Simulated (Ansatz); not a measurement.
**C₂H₈O₂S₂Zr: basis-set convergence**

An exercise on one series of results from a longer session: the logs are not shown, and one member is left open.

Method: one geometry, several basis sets; program: Ansatz 0.2.0, Gaussian basis.

The runs, in order: PBE0-D4/def2-SVP; ωB97M-V/def2-SVP; PBE0-D4/def2-QZVPP; ωB97M-V/def2-QZVPP; the functionals' def2-TZVPP values are taken from earlier runs.

## The geometry

All runs share one geometry, relaxed beforehand with PBE0-D4 in a triple-zeta def2 set. Zr takes the def2 core potential; no spin-orbit term is included.

SMILES `C[O][Zr]([SH])([SH])[O]C`, 15 atoms, charge 0, spin multiplicity 1.

Atoms are counted from 1 here; the program's logs count them from 0.

Bond lengths: C1–O2 1.393 Å, C1–H8 1.094 Å, C1–H9 1.094 Å, C1–H10 1.094 Å, O2–Zr3 1.894 Å, Zr3–S4 2.472 Å, Zr3–S5 2.467 Å, Zr3–O6 1.900 Å, S4–H11 1.346 Å, S5–H12 1.347 Å, O6–C7 1.392 Å, C7–H13 1.094 Å, C7–H14 1.094 Å, C7–H15 1.094 Å. Angles: O2–C1–H8 109.9°, O2–C1–H9 110.1°, O2–C1–H10 110.6°, H8–C1–H9 108.7°, H8–C1–H10 108.7°, H9–C1–H10 108.8°, C1–O2–Zr3 173.0°, O2–Zr3–S4 109.9°, O2–Zr3–S5 104.2°, O2–Zr3–O6 115.1°, S4–Zr3–S5 111.6°, S4–Zr3–O6 106.5°, S5–Zr3–O6 109.8°, Zr3–S4–H11 91.0°, Zr3–S5–H12 92.1°, Zr3–O6–C7 170.6°, O6–C7–H13 110.3°, O6–C7–H14 110.0° and more.

The first run:

in.yaml reads:

```yaml
crystal:
  periodic: [false, false, false]
  atoms:
    - {symbol: C, position_ang: [1.589698, -1.321187, 2.201671]}
    - {symbol: O, position_ang: [1.214666, -0.852385, 0.944627]}
    - {symbol: Zr, position_ang: [0.488757, -0.213485, -0.683503]}
    - {symbol: S, position_ang: [0.022891, -2.111476, -2.197249]}
    - {symbol: S, position_ang: [2.246506, 1.260285, -1.591588]}
    - {symbol: O, position_ang: [-1.138133, 0.752487, -0.515490]}
    - {symbol: C, position_ang: [-2.235050, 1.552439, -0.206495]}
    - {symbol: H, position_ang: [2.648953, -1.111803, 2.376516]}
    - {symbol: H, position_ang: [1.431409, -2.401946, 2.263218]}
    - {symbol: H, position_ang: [1.001864, -0.833797, 2.985450]}
    - {symbol: H, position_ang: [-1.172434, -1.587568, -2.525825]}
    - {symbol: H, position_ang: [1.507207, 1.557498, -2.677320]}
    - {symbol: H, position_ang: [-2.009519, 2.602446, -0.415900]}
    - {symbol: H, position_ang: [-3.098148, 1.253731, -0.809146]}
    - {symbol: H, position_ang: [-2.498655, 1.454751, 0.851034]}
basis:
  gaussian: {orbitals: def2-SVP}
hamiltonian: {xc: pbe0, dispersion: d4}
output: {orbitals: {seedname: orbitals}}
```

The run is started by

```sh
$ ansatz run in.yaml --threads 2 --pin off --events-out ev --progress --plain --max-ram 32768MiB --backend cpu
```

Steps of the session up to this table: PBE0-D4 in def2-SVP; ωB97M-V in def2-SVP; PBE0-D4 in def2-QZVPP; ωB97M-V in def2-QZVPP.

One table of the session follows, with a row left open; its other results are not shown here.

It belongs to the step «Density functionals: the series». 

```
functional       basis  HOMO (eV)
   PBE0-D4    def2-SVP      -6.86
   PBE0-D4  def2-TZVPP      -6.97
   PBE0-D4  def2-QZVPP      -6.99
   ωB97M-V    def2-SVP      -8.94
   ωB97M-V  def2-TZVPP      -9.09
   ωB97M-V  def2-QZVPP          ?
```

Q: Estimate the row for ωB97M-V, def2-QZVPP from the others.

**Answer.** HOMO (eV): -9.12. In the column «HOMO (eV)» it is the lowest.
